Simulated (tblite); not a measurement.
# C3H11NO4Si2: the cost of one run

Programs: tblite 0.8.0 and PySCF 2.14.0, with density-fitted response routines of our own. Each step states its level of theory. These are calculated values for one molecule in the gas phase, unless marked as measured. Atoms count from 0, in the outputs and in this text.

### Step 1. The starting structure

21 atoms, charge 0, multiplicity 1; geometry from: force field or distance geometry start.

Bonds of the start (Å): C0–O1 1.37, O1–C2 1.39, C2–C3 1.48, C3–O4 1.27, C3–O5 1.38, C2–Si6 1.85, Si6–N7 1.79, Si6–O8 1.70, O8–Si9 1.71, C0–H10 1.11, C0–H11 1.10, C0–H12 1.12, C2–H13 1.11, O5–H14 1.00, Si6–H15 1.46, N7–H16 1.05, N7–H17 1.03, Si9–H18 1.49, Si9–H19 1.47, Si9–H20 1.48.

### Step 2. Optimising the geometry with GFN2-xTB

What the job is given:

```
{"job": {"kind": "relax", "xc": "GFN2-xTB", "basis": "xTB"}, "charge": 0, "multiplicity": 1}
C     -2.394400    -1.134100    -1.477900
O     -1.578400    -1.290600    -0.386200
C     -1.133200    -0.073800     0.116700
C     -1.536900     0.024000     1.536200
O     -2.152700    -0.894400     2.160800
O     -1.195100     1.179900     2.217300
Si     0.698200    -0.012600    -0.150700
N      1.296500    -1.676000     0.131600
O      1.440400     1.082500     0.917900
Si     2.902300     1.661600     0.235600
H     -1.856500    -0.600900    -2.294700
H     -2.760300    -2.119900    -1.810200
H     -3.277200    -0.481800    -1.237100
H     -1.560400     0.752400    -0.495800
H     -1.388000     1.391500     3.178000
H      0.984900     0.415800    -1.518200
H      1.406300    -1.883500     1.153000
H      2.140000    -1.927100    -0.402400
H      3.331400     2.907400     0.922600
H      3.970000     0.650200     0.321100
H      2.654400     2.046400    -1.177000
```

Run with:

```bash
OMP_NUM_THREADS=1 python probes_run.py task.json out
```

One launch serves the whole session: the jobs run in the order shown.

Q: Estimate the wall time and peak memory of this first job on 1 thread of Arm Neoverse N1, shared host.

About 3.4 s, with a peak of 0.18 GiB.
